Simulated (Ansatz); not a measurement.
# Si₂H₄S + NH₃: a complex and its separated parts, part 1 of 2

Aim: how far the complex at one end of a reaction step lies below its separated, relaxed parts, level by level.

Method: PBE0-D4/def2-TZVP structures, single points in def2-TZVPP, no counterpoise correction; program: Ansatz 0.2.0, Gaussian basis.

Levels: SPW92, PBE-D4, BLYP-D4, r2SCAN-D4, B97M-V, PBE0-D4, B3LYP-D4, r2SCAN0-D4, BHLYP-D4, CAM-B3LYP-D4, wB97X-V, wB97M-V, B2PLYP, PBE-QIDH, RPA on PBE, Hartree-Fock, MP2, CCSD, CCSD(T).

Correlated methods freeze the cores. B3LYP uses VWN-RPA correlation. B2PLYP carries no dispersion term here.

56 further runs of the same task are left out: 56 set aside as unsound or not needed. Runs told in other sessions of the task aren't counted.

## Step 1: Starting geometry

The complex: 11 atoms, charge 0, spin multiplicity 1.

Atoms are counted from 1 here; the program's logs count them from 0.

Bond lengths: Si1–N2 1.972 Å, Si1–S3 1.983 Å, Si1–H5 1.499 Å, Si1–Si6 2.351 Å, N2–H4 1.018 Å, N2–H7 1.018 Å, N2–H8 1.017 Å, Si6–H9 1.490 Å, Si6–H10 1.486 Å, Si6–H11 1.496 Å. Angles: N2–Si1–S3 104.5°, N2–Si1–H5 94.2°, N2–Si1–Si6 99.6°, S3–Si1–H5 122.8°, S3–Si1–Si6 120.5°, H5–Si1–Si6 108.4°, Si1–N2–H4 105.6°, Si1–N2–H7 117.1°, Si1–N2–H8 107.6°, H4–N2–H7 109.6°, H4–N2–H8 106.8°, H7–N2–H8 109.7°, Si1–Si6–H9 109.7°, Si1–Si6–H10 110.2°, Si1–Si6–H11 112.2°, H9–Si6–H10 109.1°, H9–Si6–H11 107.4°, H10–Si6–H11 108.2°.

Geometry (Å):

```
Si   -0.3637    0.0227   -0.9515
N     1.2972    0.8925   -0.3405
S     0.2152   -1.1706   -2.4253
H     1.7083    1.3123   -1.1721
H    -1.0841    1.3153   -1.1898
Si   -1.1096   -0.8775    1.0878
H     1.2105    1.5962    0.3897
H     1.9340    0.1598   -0.0360
H    -0.1196   -1.8710    1.5910
H    -2.4214   -1.5497    0.9031
H    -1.2669    0.1701    2.1436
```

Its parts: Si₂H₄S holds atoms 1, 3, 5, 6, 9, 10, 11; NH₃ holds atoms 2, 4, 7, 8. Each part counts its atoms afresh in its own runs.

## Step 2: Relaxing Si₂H₄S alone

relax-a/in.yaml reads:

```yaml
crystal:
  periodic: [false, false, false]
  atoms:
    - {symbol: Si, position_ang: [-0.363749, 0.022674, -0.951536]}
    - {symbol: S, position_ang: [0.215209, -1.170592, -2.425264]}
    - {symbol: H, position_ang: [-1.084079, 1.315271, -1.189751]}
    - {symbol: Si, position_ang: [-1.109570, -0.877488, 1.087796]}
    - {symbol: H, position_ang: [-0.119587, -1.871031, 1.591007]}
    - {symbol: H, position_ang: [-2.421359, -1.549702, 0.903127]}
    - {symbol: H, position_ang: [-1.266858, 0.170063, 2.143559]}
basis:
  gaussian: {orbitals: def2-TZVP}
hamiltonian: {xc: pbe0, dispersion: d4}
relax: {f_tol: 0.005, max_steps: 200}
```

Launch:

```
$ ansatz run in.yaml --threads 4 --pin off --events-out ev --progress --plain --max-ram 9574MiB
```

The log of the run, shortened:

```text
Functional definition: PBE0
  name "PBE0"
  cite "Adamo & Barone, J. Chem. Phys. 110, 6158 (1999) doi:10.1063/1.478522"
  cite "Perdew, Burke & Ernzerhof, Phys. Rev. Lett. 77, 3865 (1996) doi:10.1103/PhysRevLett.77.3865"
  parent pbe
[...]
983 factors; their error is unknown
[...]
mean field -26645.85033091 eV, -979.2169384549 hartree, gradient 1.9e-5 eV, S^2 0.000000; 0 other end points of the search recorded, 0 dependent functions left out
[...]
reference -26645.85036289 eV, -979.2169396300 hartree; 24, 24 occupied and 111, 111 virtual orbitals, 983 factors
[...]
Total energy: -26646.20290753 eV, -979.2298954067 hartree
Atom 0 at    -0.598359    -0.088950    -1.016523 Å, force     0.001511    -0.001440     0.002349 eV/Å
Atom 1 at     0.727332    -0.868462    -2.211450 Å, force     0.000183    -0.000304    -0.000710 eV/Å
Atom 2 at    -1.391444     1.122825    -1.379302 Å, force    -0.001566     0.001908    -0.001198 eV/Å
Atom 3 at    -1.130620    -0.913827     1.111019 Å, force     0.000312     0.002007     0.001047 eV/Å
Atom 4 at    -0.304733    -2.109812     1.399132 Å, force    -0.000677     0.000343     0.000159 eV/Å
Atom 5 at    -2.578025    -1.256788     1.141327 Å, force     0.000983     0.000039     0.000463 eV/Å
Atom 6 at    -0.874144     0.154211     2.114736 Å, force    -0.000745    -0.002552    -0.002110 eV/Å
Dipole moment:    -0.393068     0.160094     0.456969 e Å
```

Wall time 21 s (4 threads of Arm Neoverse V2, shared host).

Relaxation path:

| step | energy from step 1 (eV) | largest force component (eV/Å) |
| --- | --- | --- |
| 1 | 0.0000 | 0.8927 |
| 2 | -0.1664 | 0.4024 |
| 3 | -0.1876 | 0.1191 |
| 4 | -0.1935 | 0.1007 |
| 5 | -0.1972 | 0.0281 |
| 6 | -0.1982 | 0.0308 |
| 7 | -0.1988 | 0.0517 |
| 8 | -0.1994 | 0.0677 |
| 9 | -0.2003 | 0.0890 |
| 10 | -0.2010 | 0.0656 |
| 11 | -0.2015 | 0.0670 |
| 12 | -0.2024 | 0.0355 |
| 13 | -0.2026 | 0.0312 |
| 14 | -0.2027 | 0.0257 |
| 15 | -0.2028 | 0.0126 |
| 16 | -0.2028 | 0.0067 |
| 17 | -0.2028 | 0.0026 |

Distances of close pairs at the start and the end, largest changes first:

| bond | before (Å) | after (Å) | change (Å) |
| --- | --- | --- | --- |
| Si1–S2 | 1.983 | 1.948 | -0.035 |
| Si4–H5 | 1.490 | 1.482 | -0.008 |
| Si4–H7 | 1.496 | 1.488 | -0.008 |
| Si1–Si4 | 2.351 | 2.343 | -0.008 |
| Si1–H3 | 1.499 | 1.493 | -0.006 |
| Si4–H6 | 1.486 | 1.488 | +0.002 |

## Step 3: Relaxing NH₃ alone

relax-b/in.yaml reads:

```yaml
crystal:
  periodic: [false, false, false]
  atoms:
    - {symbol: N, position_ang: [1.297198, 0.892484, -0.340464]}
    - {symbol: H, position_ang: [1.708266, 1.312306, -1.172143]}
    - {symbol: H, position_ang: [1.210509, 1.596181, 0.389662]}
    - {symbol: H, position_ang: [1.934020, 0.159834, -0.035992]}
basis:
  gaussian: {orbitals: def2-TZVP}
hamiltonian: {xc: pbe0, dispersion: d4}
relax: {f_tol: 0.005, max_steps: 200}
```

Launch:

```
$ ansatz run in.yaml --threads 4 --pin off --events-out ev --progress --plain --max-ram 9574MiB
```

The log of the run, shortened:

```text
[... 5 set-up lines as earlier in the session ...]
[...]
287 factors; their error is unknown
[...]
mean field -1537.78912504 eV, -56.5127079942 hartree, gradient 6.9e-6 eV, S^2 0.000000; 0 other end points of the search recorded, 0 dependent functions left out
[...]
Total energy: -1537.80844353 eV, -56.5134179357 hartree
Atom 0 at     1.284666     0.881286    -0.349928 Å, force    -0.000322    -0.000108    -0.000093 eV/Å
Atom 1 at     1.706369     1.321365    -1.158498 Å, force     0.000091     0.000101    -0.000051 eV/Å
Atom 2 at     1.227421     1.585352     0.375541 Å, force     0.000087     0.000068     0.000051 eV/Å
Atom 3 at     1.931537     0.172802    -0.026052 Å, force     0.000144    -0.000061     0.000093 eV/Å
Dipole moment:     0.316361     0.136282     0.075319 e Å
```

Run time: 0.8 s. Hardware: 4 threads of Arm Neoverse V2, shared host.

The steps of the relaxation:

| step | energy from step 1 (eV) | largest force component (eV/Å) |
| --- | --- | --- |
| 1 | 0.0000 | 0.3354 |
| 2 | -0.0086 | 0.1155 |
| 3 | -0.0101 | 0.0344 |
| 4 | -0.0102 | 0.0071 |
| 5 | -0.0102 | 0.0003 |

Distances of close pairs at the start and the end, largest changes first:

| bond | before (Å) | after (Å) | change (Å) |
| --- | --- | --- | --- |
| N1–H2 | 1.018 | 1.013 | -0.006 |
| N1–H3 | 1.018 | 1.013 | -0.005 |
| N1–H4 | 1.017 | 1.013 | -0.005 |

## Step 4: SPW92/def2-TZVPP

parta/in.yaml reads:

```yaml
crystal:
  periodic: [false, false, false]
  atoms:
    - {symbol: Si, position_ang: [-0.598359, -0.088950, -1.016523]}
    - {symbol: S, position_ang: [0.727332, -0.868462, -2.211450]}
    - {symbol: H, position_ang: [-1.391444, 1.122825, -1.379302]}
    - {symbol: Si, position_ang: [-1.130620, -0.913827, 1.111019]}
    - {symbol: H, position_ang: [-0.304733, -2.109812, 1.399132]}
    - {symbol: H, position_ang: [-2.578025, -1.256788, 1.141327]}
    - {symbol: H, position_ang: [-0.874144, 0.154211, 2.114736]}
basis:
  gaussian: {orbitals: def2-TZVPP}
hamiltonian: {xc: lda}
```

partb/in.yaml reads:

```yaml
crystal:
  periodic: [false, false, false]
  atoms:
    - {symbol: N, position_ang: [1.284666, 0.881286, -0.349928]}
    - {symbol: H, position_ang: [1.706369, 1.321365, -1.158498]}
    - {symbol: H, position_ang: [1.227421, 1.585352, 0.375541]}
    - {symbol: H, position_ang: [1.931537, 0.172802, -0.026052]}
basis:
  gaussian: {orbitals: def2-TZVPP}
hamiltonian: {xc: lda}
```

One command serves all of them, each in its own folder.

Launch:

```
$ ansatz run in.yaml --threads 4 --pin off --events-out ev --progress --plain --max-ram 9574MiB
```

parta printed, shortened:

```text
Functional definition: SPW92
  name "SPW92"
  cite "Dirac, Proc. Camb. Phil. Soc. 26, 376 (1930) doi:10.1017/S0305004100016108"
  cite "Slater, Phys. Rev. 81, 385 (1951) doi:10.1103/PhysRev.81.385"
  cite "Perdew & Wang, Phys. Rev. B 45, 13244 (1992) doi:10.1103/PhysRevB.45.13244"
[...]
1096 factors; their error is unknown
[...]
mean field -26555.29003096 eV, -975.8889088159 hartree, gradient 2.2e-5 eV, S^2 0.000000; 0 other end points of the search recorded, 0 dependent functions left out
reference -26555.29007030 eV, -975.8889102616 hartree; 24, 24 occupied and 158, 158 virtual orbitals, 1096 factors
Total energy: -26555.29007030 eV, -975.8889102616 hartree
```

partb printed, shortened:

```text
[... 5 set-up lines as earlier in the session ...]
[...]
332 factors; their error is unknown
[...]
mean field -1526.58938070 eV, -56.1011249814 hartree, gradient 8.6e-5 eV, S^2 0.000000; 0 other end points of the search recorded, 0 dependent functions left out
reference -1526.58940010 eV, -56.1011256944 hartree; 5, 5 occupied and 68, 68 virtual orbitals, 332 factors
Total energy: -1526.58940010 eV, -56.1011256944 hartree
```

Times: 0.65 s (parta), 0.15 s (partb) on 4 threads of Arm Neoverse V2, shared host.

## Step 5: PBE-D4/def2-TZVPP

Each input of step 4 (parta, partb) changes in the same lines:

```diff
-hamiltonian: {xc: lda}
+hamiltonian: {xc: pbe, dispersion: d4}
```

Each run has its own folder and the same command.

Launch:

```
$ ansatz run in.yaml --threads 4 --pin off --events-out ev --progress --plain --max-ram 9574MiB
```

Log of parta, shortened:

```text
Functional definition: PBE
  name "PBE"
[... 2 set-up lines as earlier in the session ...]
[...]
1096 factors; their error is unknown
[...]
mean field -26643.66474282 eV, -979.1366195740 hartree, gradient 3.1e-5 eV, S^2 0.000000; 0 other end points of the search recorded, 0 dependent functions left out
reference -26643.66478470 eV, -979.1366211131 hartree; 24, 24 occupied and 158, 158 virtual orbitals, 1096 factors
Total energy: -26643.83948741 eV, -979.1430413194 hartree
```

partb printed, shortened:

```text
[... 4 set-up lines as earlier in the session ...]
[...]
332 factors; their error is unknown
[...]
mean field -1537.73152111 eV, -56.5105910888 hartree, gradient 5.7e-5 eV, S^2 0.000000; 0 other end points of the search recorded, 0 dependent functions left out
reference -1537.73154145 eV, -56.5105918365 hartree; 5, 5 occupied and 68, 68 virtual orbitals, 332 factors
Total energy: -1537.74291933 eV, -56.5110099658 hartree
```

Wall times: 0.95 s (parta), 0.15 s (partb) on 4 threads of Arm Neoverse V2, shared host.

## Step 6: BLYP-D4/def2-TZVPP

Each input of step 5 (parta, partb) changes in the same lines:

```diff
-hamiltonian: {xc: pbe, dispersion: d4}
+hamiltonian: {xc: {name: BLYP}, dispersion: d4}
```

The same command starts each run, in its folder.

Launch:

```
$ ansatz run in.yaml --threads 4 --pin off --events-out ev --progress --plain --max-ram 9574MiB
```

parta printed, shortened:

```text
Functional definition: BLYP
  name "BLYP"
  cite "Becke, Phys. Rev. A 38, 3098 (1988) doi:10.1103/PhysRevA.38.3098"
  cite "Lee, Yang & Parr, Phys. Rev. B 37, 785 (1988) doi:10.1103/PhysRevB.37.785"
[...]
1096 factors; their error is unknown
[...]
mean field -26656.33309322 eV, -979.6021728643 hartree, gradient 2.6e-5 eV, S^2 0.000000; 0 other end points of the search recorded, 0 dependent functions left out
reference -26656.33344827 eV, -979.6021859123 hartree; 24, 24 occupied and 158, 158 virtual orbitals, 1096 factors
Total energy: -26656.70727998 eV, -979.6159239741 hartree
```

Output in partb, shortened:

```text
[... 4 set-up lines as earlier in the session ...]
[...]
332 factors; their error is unknown
[...]
mean field -1539.10791080 eV, -56.5611724771 hartree, gradient 5.2e-5 eV, S^2 0.000000; 0 other end points of the search recorded, 0 dependent functions left out
reference -1539.10809638 eV, -56.5611792969 hartree; 5, 5 occupied and 68, 68 virtual orbitals, 332 factors
Total energy: -1539.13554555 eV, -56.5621880354 hartree
```

Wall times: 1 s (parta), 0.2 s (partb) on 4 threads of Arm Neoverse V2, shared host.

## Step 7: r2SCAN-D4/def2-TZVPP

Each input of step 6 (parta, partb) changes in the same lines:

```diff
-hamiltonian: {xc: {name: BLYP}, dispersion: d4}
+hamiltonian: {xc: r2scan, dispersion: d4}
```

Each run has its own folder and the same command.

Launch:

```
$ ansatz run in.yaml --threads 4 --pin off --events-out ev --progress --plain --max-ram 9574MiB
```

Log of parta, shortened:

```text
Functional definition: r2SCAN
  name "r2SCAN"
  cite "Furness, Kaplan, Ning, Perdew & Sun, J. Phys. Chem. Lett. 11, 8208 (2020) doi:10.1021/acs.jpclett.0c02405"
  cite "Furness, Kaplan, Ning, Perdew & Sun, J. Phys. Chem. Lett. 11, 9248 (2020) doi:10.1021/acs.jpclett.0c03077"
  parent r2scan
[...]
1096 factors; their error is unknown
[...]
mean field -26654.36234153 eV, -979.5297490755 hartree, gradient 4.7e-5 eV, S^2 0.000000; 0 other end points of the search recorded, 0 dependent functions left out
reference -26654.36235418 eV, -979.5297495405 hartree; 24, 24 occupied and 158, 158 virtual orbitals, 1096 factors
Total energy: -26654.40194005 eV, -979.5312042944 hartree
```

partb printed, shortened:

```text
[... 5 set-up lines as earlier in the session ...]
[...]
332 factors; their error is unknown
[...]
mean field -1538.76470075 eV, -56.5485597404 hartree, gradient 2.9e-5 eV, S^2 0.000000; 0 other end points of the search recorded, 0 dependent functions left out
reference -1538.76470721 eV, -56.5485599777 hartree; 5, 5 occupied and 68, 68 virtual orbitals, 332 factors
Total energy: -1538.76742014 eV, -56.5486596763 hartree
```

Wall times: 2.1 s (parta), 0.45 s (partb) on 4 threads of Arm Neoverse V2, shared host.

## Step 8: B97M-V/def2-TZVPP

Each input of step 7 (parta, partb) changes in the same lines:

```diff
-hamiltonian: {xc: r2scan, dispersion: d4}
+hamiltonian: {xc: {name: B97M-V}}
```

Each run has its own folder and the same command.

Launch:

```
$ ansatz run in.yaml --threads 4 --pin off --events-out ev --progress --plain --max-ram 9574MiB
```

Log of parta, shortened:

```text
Functional definition: B97M-V
  name "B97M-V"
  cite "Mardirossian & Head-Gordon, J. Chem. Phys. 142, 074111 (2015) doi:10.1063/1.4907719"
  cite "Becke, J. Chem. Phys. 107, 8554 (1997) doi:10.1063/1.475007"
  cite "Vydrov & Van Voorhis, J. Chem. Phys. 133, 244103 (2010) doi:10.1063/1.3521275"
  # Of w^i u^j: cxij and so on, Table III.
[...]
  gx(w, u) = cx00 + cx01*u + cx02*u^2 + (cx10 + cx11*u)*w
[...]
  gos(w, u) = cos00 + cos01*u + cos03*u^3 + cos10*w + cos32*w^3*u^2
[...]
      + integral(e_c_pw_mod_opposite_spin*gos(b97_w_opposite, b97_u_opposite)) + vv10(b, c)
1096 factors; their error is unknown
[...]
mean field -26649.87655368 eV, -979.3648994127 hartree, gradient 1.4e-5 eV, S^2 0.000000; 0 other end points of the search recorded, 0 dependent functions left out
reference -26649.87661627 eV, -979.3649017129 hartree; 24, 24 occupied and 158, 158 virtual orbitals, 1096 factors
Total energy: -26649.87661627 eV, -979.3649017129 hartree
```

Log of partb, shortened:

```text
[... 5 set-up lines as earlier in the session ...]
  # Of w^i u^j: cxij and so on, Table III.
[...]
  gx(w, u) = cx00 + cx01*u + cx02*u^2 + (cx10 + cx11*u)*w
[...]
  gos(w, u) = cos00 + cos01*u + cos03*u^3 + cos10*w + cos32*w^3*u^2
[...]
      + integral(e_c_pw_mod_opposite_spin*gos(b97_w_opposite, b97_u_opposite)) + vv10(b, c)
332 factors; their error is unknown
[...]
mean field -1539.38743732 eV, -56.5714448873 hartree, gradient 4.5e-5 eV, S^2 0.000000; 0 other end points of the search recorded, 0 dependent functions left out
reference -1539.38747015 eV, -56.5714460935 hartree; 5, 5 occupied and 68, 68 virtual orbitals, 332 factors
Total energy: -1539.38747015 eV, -56.5714460935 hartree
```

They took 4.1 s (parta), 0.5 s (partb) on 4 threads of Arm Neoverse V2, shared host.

## Step 9: PBE0-D4/def2-TZVPP

The same edit goes into each in.yaml of step 8 (parta, partb):

```diff
-hamiltonian: {xc: {name: B97M-V}}
+hamiltonian: {xc: pbe0, dispersion: d4}
+output: {orbitals: {seedname: orbitals}}
```

One command serves all of them, each in its own folder.

Launch:

```
$ ansatz run in.yaml --threads 4 --pin off --events-out ev --progress --plain --max-ram 9574MiB
```

Log of parta, shortened:

```text
[... 5 set-up lines as earlier in the session ...]
[...]
1133 factors; their error is unknown
[...]
mean field -26646.07445970 eV, -979.2251750361 hartree, gradient 2.8e-5 eV, S^2 0.000000; 0 other end points of the search recorded, 0 dependent functions left out
reference -26646.07449134 eV, -979.2251761987 hartree; 24, 24 occupied and 158, 158 virtual orbitals, 1133 factors
Total energy: -26646.22381359 eV, -979.2306636901 hartree
```

Log of partb, shortened:

```text
[... 5 set-up lines as earlier in the session ...]
[...]
332 factors; their error is unknown
[...]
mean field -1537.87184114 eV, -56.5157477551 hartree, gradient 8.5e-6 eV, S^2 0.000000; 0 other end points of the search recorded, 0 dependent functions left out
reference -1537.87185706 eV, -56.5157483400 hartree; 5, 5 occupied and 68, 68 virtual orbitals, 332 factors
Total energy: -1537.88097277 eV, -56.5160833362 hartree
```

Times: 1.3 s (parta), 0.2 s (partb) on 4 threads of Arm Neoverse V2, shared host.

## Step 10: B3LYP-D4/def2-TZVPP

The same edit goes into each in.yaml of step 9 (parta, partb):

```diff
-hamiltonian: {xc: pbe0, dispersion: d4}
-output: {orbitals: {seedname: orbitals}}
+hamiltonian: {xc: {name: B3LYP}, dispersion: d4}
```

Each run has its own folder and the same command.

Launch:

```
$ ansatz run in.yaml --threads 4 --pin off --events-out ev --progress --plain --max-ram 9574MiB
```

Log of parta, shortened:

```text
Functional definition: B3LYP
  name "B3LYP"
  cite "Stephens, Devlin, Chabalowski & Frisch, J. Phys. Chem. 98, 11623 (1994) doi:10.1021/j100096a001"
[... 2 set-up lines as earlier in the session ...]
  cite "Vosko, Wilk & Nusair, Can. J. Phys. 58, 1200 (1980) doi:10.1139/p80-159"
[...]
1114 factors; their error is unknown
[...]
mean field -26658.31177213 eV, -979.6748879730 hartree, gradient 5.6e-5 eV, S^2 0.000000; 0 other end points of the search recorded, 0 dependent functions left out
reference -26658.31203809 eV, -979.6748977470 hartree; 24, 24 occupied and 158, 158 virtual orbitals, 1114 factors
Total energy: -26658.59892864 eV, -979.6854407800 hartree
```

partb printed, shortened:

```text
[... 6 set-up lines as earlier in the session ...]
[...]
332 factors; their error is unknown
[...]
mean field -1539.85469665 eV, -56.5886163511 hartree, gradient 2.7e-5 eV, S^2 0.000000; 0 other end points of the search recorded, 0 dependent functions left out
reference -1539.85483627 eV, -56.5886214819 hartree; 5, 5 occupied and 68, 68 virtual orbitals, 332 factors
Total energy: -1539.87289700 eV, -56.5892852014 hartree
```

Times: 1.2 s (parta), 0.2 s (partb) on 4 threads of Arm Neoverse V2, shared host.

## Step 11: r2SCAN0-D4/def2-TZVPP

The same edit goes into each in.yaml of step 10 (parta, partb):

```diff
-hamiltonian: {xc: {name: B3LYP}, dispersion: d4}
+hamiltonian: {xc: {name: r2SCAN0}, dispersion: d4}
```

Each run has its own folder and the same command.

Launch:

```
$ ansatz run in.yaml --threads 4 --pin off --events-out ev --progress --plain --max-ram 9574MiB
```

Output in parta, shortened:

```text
Functional definition: r2SCAN0
  name "r2SCAN0"
  cite "Bursch, Neugebauer, Ehlert & Grimme, J. Chem. Phys. 156, 134105 (2022) doi:10.1063/5.0086040"
[... 3 set-up lines as earlier in the session ...]
[...]
1133 factors; their error is unknown
[...]
mean field -26653.98428809 eV, -979.5158558679 hartree, gradient 4.0e-5 eV, S^2 0.000000; 0 other end points of the search recorded, 0 dependent functions left out
reference -26653.98429819 eV, -979.5158562392 hartree; 24, 24 occupied and 158, 158 virtual orbitals, 1133 factors
Total energy: -26654.03308082 eV, -979.5176489677 hartree
```

partb printed, shortened:

```text
[... 6 set-up lines as earlier in the session ...]
[...]
332 factors; their error is unknown
[...]
mean field -1538.56924924 eV, -56.5413770298 hartree, gradient 4.6e-5 eV, S^2 0.000000; 0 other end points of the search recorded, 0 dependent functions left out
reference -1538.56925432 eV, -56.5413772167 hartree; 5, 5 occupied and 68, 68 virtual orbitals, 332 factors
Total energy: -1538.57225562 eV, -56.5414875125 hartree
```

Times: 2.4 s (parta), 0.45 s (partb) on 4 threads of Arm Neoverse V2, shared host.

## Step 12: BHLYP-D4/def2-TZVPP

The same edit goes into each in.yaml of step 11 (parta, partb):

```diff
-hamiltonian: {xc: {name: r2SCAN0}, dispersion: d4}
+hamiltonian: {xc: {name: BHLYP}, dispersion: d4}
```

The same command starts each run, in its folder.

Launch:

```
$ ansatz run in.yaml --threads 4 --pin off --events-out ev --progress --plain --max-ram 9574MiB
```

parta printed, shortened:

```text
Functional definition: BHLYP
  name "BHLYP"
  cite "Becke, J. Chem. Phys. 98, 1372 (1993) doi:10.1063/1.464304"
[... 2 set-up lines as earlier in the session ...]
[...]
1191 factors; their error is unknown
[...]
mean field -26656.47477175 eV, -979.6073794541 hartree, gradient 4.2e-5 eV, S^2 0.000000; 0 other end points of the search recorded, 0 dependent functions left out
reference -26656.47495235 eV, -979.6073860912 hartree; 24, 24 occupied and 158, 158 virtual orbitals, 1191 factors
Total energy: -26656.72876240 eV, -979.6167134385 hartree
```

partb printed, shortened:

```text
[... 5 set-up lines as earlier in the session ...]
[...]
346 factors; their error is unknown
[...]
mean field -1538.73563216 eV, -56.5474914895 hartree, gradient 7.6e-5 eV, S^2 0.000000; 0 other end points of the search recorded, 0 dependent functions left out
reference -1538.73572881 eV, -56.5474950412 hartree; 5, 5 occupied and 68, 68 virtual orbitals, 346 factors
Total energy: -1538.74642890 eV, -56.5478882624 hartree
```

Wall times: 1.2 s (parta), 0.2 s (partb) on 4 threads of Arm Neoverse V2, shared host.

(Continued in part 2 of 2.)
